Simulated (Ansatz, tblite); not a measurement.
**SnH3(nBu) (C4H12Sn): which spin state is lowest**

Aim: set other spin states of SnH3(nBu) (C4H12Sn) against its singlet, on many levels of theory.

Method: as each input shows; program: Ansatz 0.2.0, Gaussian basis.

Plan: triplet, at the geometry of the singlet (GFN1-xTB, GFN2-xTB, PBE0-D4/def2-TZVP, PBE-D4/def2-TZVP, r2SCAN-D4/def2-TZVP); the singlet's energies come from earlier runs.

3 further runs of the same task are left out: 3 set aside as unsound or not needed.

## 1. The geometry

The geometry is that of the singlet, from an earlier relaxation (PBE-D4/def2-SVP).

17 atoms, charge 0, spin multiplicity 1.

Bond lengths: Sn1–H2 1.732 Å, Sn1–H3 1.732 Å, Sn1–H4 1.732 Å, Sn1–C5 2.181 Å, C5–C6 1.533 Å, C5–H9 1.111 Å, C5–H10 1.110 Å, C6–C7 1.539 Å, C6–H11 1.114 Å, C6–H12 1.112 Å, C7–C8 1.530 Å, C7–H13 1.112 Å, C7–H14 1.113 Å, C8–H15 1.109 Å, C8–H16 1.109 Å, C8–H17 1.111 Å. Angles: H2–Sn1–H3 108.9°, H2–Sn1–H4 108.9°, H2–Sn1–C5 110.8°, H3–Sn1–H4 108.5°, H3–Sn1–C5 109.7°, H4–Sn1–C5 109.9°, Sn1–C5–C6 113.6°, Sn1–C5–H9 106.8°, Sn1–C5–H10 106.5°, C6–C5–H9 111.0°, C6–C5–H10 111.8°, H9–C5–H10 106.7°, C5–C6–C7 114.3°, C5–C6–H11 109.8°, C5–C6–H12 109.6°, C7–C6–H11 108.8°, C7–C6–H12 108.5°, H11–C6–H12 105.6° and more.

Geometry (Å):

```
Sn    1.3813    1.9389    1.6239
H     1.3762    1.9571    3.3554
H     3.0215    1.9729    1.0672
H     0.5741    3.3584    1.0462
C     0.3821    0.1549    0.8644
C     0.3560    0.0722   -0.6661
C    -0.3016   -1.2051   -1.2193
C    -1.7931   -1.3392   -0.9056
H     0.9090   -0.7200    1.3020
H    -0.6409    0.1596    1.2948
H    -0.1747    0.9586   -1.0827
H     1.3943    0.1334   -1.0599
H    -0.1558   -1.2267   -2.3215
H     0.2450   -2.0915   -0.8257
H    -2.2222   -2.2538   -1.3624
H    -1.9852   -1.3984    0.1854
H    -2.3659   -0.4714   -1.2961
```

Sn takes a core potential in the def2 sets. No spin-orbit coupling is included.

## 2. Triplet at the fixed geometry, GFN1-xTB

Tight binding, by tblite at 300 K electronic temperature and without a spin-polarisation term:

```python
tblite.interface.Calculator('GFN1-xTB', numbers, positions, charge=0, uhf=2).singlepoint()
```

Energy -467.0982 eV; 0.019 s.

## 3. Triplet at the fixed geometry, GFN2-xTB

Tight binding, by tblite at 300 K electronic temperature and without a spin-polarisation term:

```python
tblite.interface.Calculator('GFN2-xTB', numbers, positions, charge=0, uhf=2).singlepoint()
```

Energy -449.4574 eV; 0.013 s.

## 4. Triplet at the fixed geometry, PBE0-D4/def2-TZVP

in.yaml

```yaml
crystal:
  periodic: [false, false, false]
  atoms:
    - {symbol: Sn, position_ang: [1.381252, 1.938904, 1.623933]}
    - {symbol: H, position_ang: [1.376185, 1.957134, 3.355414]}
    - {symbol: H, position_ang: [3.021521, 1.972897, 1.067244]}
    - {symbol: H, position_ang: [0.574064, 3.358443, 1.046176]}
    - {symbol: C, position_ang: [0.382082, 0.154939, 0.864442]}
    - {symbol: C, position_ang: [0.356010, 0.072212, -0.666057]}
    - {symbol: C, position_ang: [-0.301573, -1.205094, -1.219335]}
    - {symbol: C, position_ang: [-1.793134, -1.339177, -0.905640]}
    - {symbol: H, position_ang: [0.909041, -0.720003, 1.302049]}
    - {symbol: H, position_ang: [-0.640855, 0.159566, 1.294820]}
    - {symbol: H, position_ang: [-0.174732, 0.958559, -1.082707]}
    - {symbol: H, position_ang: [1.394301, 0.133367, -1.059942]}
    - {symbol: H, position_ang: [-0.155817, -1.226684, -2.321541]}
    - {symbol: H, position_ang: [0.244985, -2.091530, -0.825722]}
    - {symbol: H, position_ang: [-2.222240, -2.253772, -1.362390]}
    - {symbol: H, position_ang: [-1.985169, -1.398387, 0.185447]}
    - {symbol: H, position_ang: [-2.365931, -0.471373, -1.296150]}
basis:
  gaussian: {orbitals: def2-TZVP}
magnetization: {spin_polarized: true, initial_magnetization: 2}
hamiltonian: {xc: pbe0, dispersion: d4}
scf: {omitted_lower_state_checks: [starts]}
output: {orbitals: {seedname: orbitals}}
```

Started as:

```
$ ansatz run in.yaml --threads 4 --pin off --events-out ev --progress --plain --max-ram 4787MiB
```

The program printed:

```text
Functional definition: PBE0
  name "PBE0"
  cite "Adamo & Barone, J. Chem. Phys. 110, 6158 (1999) doi:10.1063/1.478522"
  cite "Perdew, Burke & Ernzerhof, Phys. Rev. Lett. 77, 3865 (1996) doi:10.1103/PhysRevLett.77.3865"
  parent pbe
  parameter a = 0.25
  parameter kappa = 0.804
  parameter beta = 0.06672455060314922
  exchange = (1 - a)*pbe_x(kappa = kappa, mu = beta*pi^2/3) + a*exact_x
  correlation = pbe_c(beta = beta)
these checks for a lower state are left out or cut short: starts
1709 factors; their error is unknown
mean field evaluation 1: about -10147.9647 eV, gradient 5.5e1 eV
mean field evaluation 2: about -10095.3033 eV, gradient 1.1e2 eV
mean field evaluation 4: about -10162.8310 eV, gradient 1.8e1 eV
mean field evaluation 8: about -10164.9266 eV, gradient 7.8e-1 eV
mean field evaluation 16: about -10164.9829 eV, gradient 6.7e-3 eV
mean field -10164.98290223 eV, -373.5562315839 hartree, gradient 2.2e-5 eV, S^2 2.004240; 0 other end points of the search recorded, 0 dependent functions left out
reference -10164.98295483 eV, -373.5562335171 hartree; 30, 28 occupied and 216, 218 virtual orbitals, 1709 factors
Total energy: -10165.27783469 eV, -373.5670701520 hartree
Checks for a lower state left out: starts
```

It took 15 s on 4 threads of Intel Xeon at 2.70GHz, shared host; peak memory 0.97 GiB.

Report: HOMO -1.98 eV, LUMO -5.87 eV (over both spins; with the spin held, an empty level of the minority spin lies below the top filled one); ⟨S²⟩ 2.004 (pure: 2.00).

## 5. Triplet at the fixed geometry, PBE-D4/def2-TZVP

start.molden holds the orbitals of an earlier run on this state, given as this run's starting guess.

Edit in.yaml of step 4 so:

```diff
@@ -21,5 +21,5 @@
 basis:
-  gaussian: {orbitals: def2-TZVP}
+  gaussian: {orbitals: def2-TZVP, initial_orbitals: start.molden}
 magnetization: {spin_polarized: true, initial_magnetization: 2}
-hamiltonian: {xc: pbe0, dispersion: d4}
+hamiltonian: {xc: pbe, dispersion: d4}
 scf: {omitted_lower_state_checks: [starts]}
```

Same command.

The program printed:

```text
Functional definition: PBE
  name "PBE"
  cite "Perdew, Burke & Ernzerhof, Phys. Rev. Lett. 77, 3865 (1996) doi:10.1103/PhysRevLett.77.3865"
  parent pbe
  parameter kappa = 0.804
  parameter beta = 0.06672455060314922
  exchange = pbe_x(kappa = kappa, mu = beta*pi^2/3)
  correlation = pbe_c(beta = beta)
these checks for a lower state are left out or cut short: starts
1636 factors; their error is unknown
mean field evaluation 1: about -10163.8848 eV, gradient 6.3e0 eV
mean field evaluation 2: about -10164.0301 eV, gradient 2.6e-1 eV
mean field evaluation 4: about -10163.9788 eV, gradient 1.6e-2 eV
mean field evaluation 8: about -10163.9788 eV, gradient 2.1e-5 eV
mean field -10163.97883994 eV, -373.5193329754 hartree, gradient 2.1e-5 eV, S^2 2.002821; 0 other end points of the search recorded, 0 dependent functions left out
reference -10163.97891050 eV, -373.5193355687 hartree; 30, 28 occupied and 216, 218 virtual orbitals, 1636 factors
Total energy: -10164.32584773 eV, -373.5320852765 hartree
Checks for a lower state left out: starts
```

It took 7.5 s on 4 threads of Intel Xeon at 2.70GHz, shared host.

Report: HOMO -1.38 eV, LUMO -6.80 eV (over both spins; with the spin held, an empty level of the minority spin lies below the top filled one); ⟨S²⟩ 2.003 (pure: 2.00).

## 6. Triplet at the fixed geometry, r2SCAN-D4/def2-TZVP

Edit in.yaml of step 5 so:

```diff
@@ -23,3 +23,3 @@
 magnetization: {spin_polarized: true, initial_magnetization: 2}
-hamiltonian: {xc: pbe, dispersion: d4}
+hamiltonian: {xc: r2scan, dispersion: d4}
 scf: {omitted_lower_state_checks: [starts]}
```

The command is unchanged.

The program printed:

```text
Functional definition: r2SCAN
  name "r2SCAN"
  cite "Furness, Kaplan, Ning, Perdew & Sun, J. Phys. Chem. Lett. 11, 8208 (2020) doi:10.1021/acs.jpclett.0c02405"
  cite "Furness, Kaplan, Ning, Perdew & Sun, J. Phys. Chem. Lett. 11, 9248 (2020) doi:10.1021/acs.jpclett.0c03077"
  parent r2scan
  parameter k0 = 0.174
  parameter k1 = 0.065
  parameter a1 = 4.9479
  exchange = r2scan_x(k0 = k0, k1 = k1, a1 = a1)
  correlation = r2scan_c
these checks for a lower state are left out or cut short: starts
1636 factors; their error is unknown
mean field evaluation 1: about -10169.7786 eV, gradient 4.1e0 eV
mean field evaluation 2: about -10169.8353 eV, gradient 6.7e-2 eV
mean field evaluation 4: about -10169.7885 eV, gradient 2.8e-3 eV
mean field evaluation 8: about -10169.7885 eV, gradient 8.7e-6 eV
mean field -10169.78853513 eV, -373.7328353359 hartree, gradient 8.8e-6 eV, S^2 2.006007; 0 other end points of the search recorded, 0 dependent functions left out
reference -10169.78856137 eV, -373.7328363002 hartree; 30, 28 occupied and 216, 218 virtual orbitals, 1636 factors
Total energy: -10169.88025435 eV, -373.7362059549 hartree
Checks for a lower state left out: starts
```

It took 13 s on 4 threads of Intel Xeon at 2.70GHz, shared host.

HOMO -1.46 eV, LUMO -6.45 eV (over both spins; with the spin held, an empty level of the minority spin lies below the top filled one); ⟨S²⟩ 2.006 (pure: 2.00).

## 7. Triplet less singlet, vertical

The singlet's energies are those of its earlier runs, whose logs aren't repeated here.

```csv
level,"triplet less singlet, vertical (kcal/mol)",time
GFN1-xTB,+148.7,0.04 s
GFN2-xTB,+140.7,0.027 s
PBE-D4/def2-TZVP,+133.8,10 s
r2SCAN-D4/def2-TZVP,+136.4,19 s
PBE0-D4/def2-TZVP,+139.7,19 s
```

Times add the two runs; a level without a time comes out of a correlated run. Tight binding without a spin term can't rank spin states.

## 8. Outcome

| quantity | value |
| --- | --- |
| triplet less singlet, vertical, functionals in def2-TZVP | +133.8 (PBE-D4) to +139.7 kcal/mol (PBE0-D4) |

All functionals put the triplet above the singlet, over a spread of 5.9 kcal/mol. The checks for a lower triplet were left out, so another state of that spin may lie lower. These are electronic energies, without zero-point motion, entropy or surroundings.
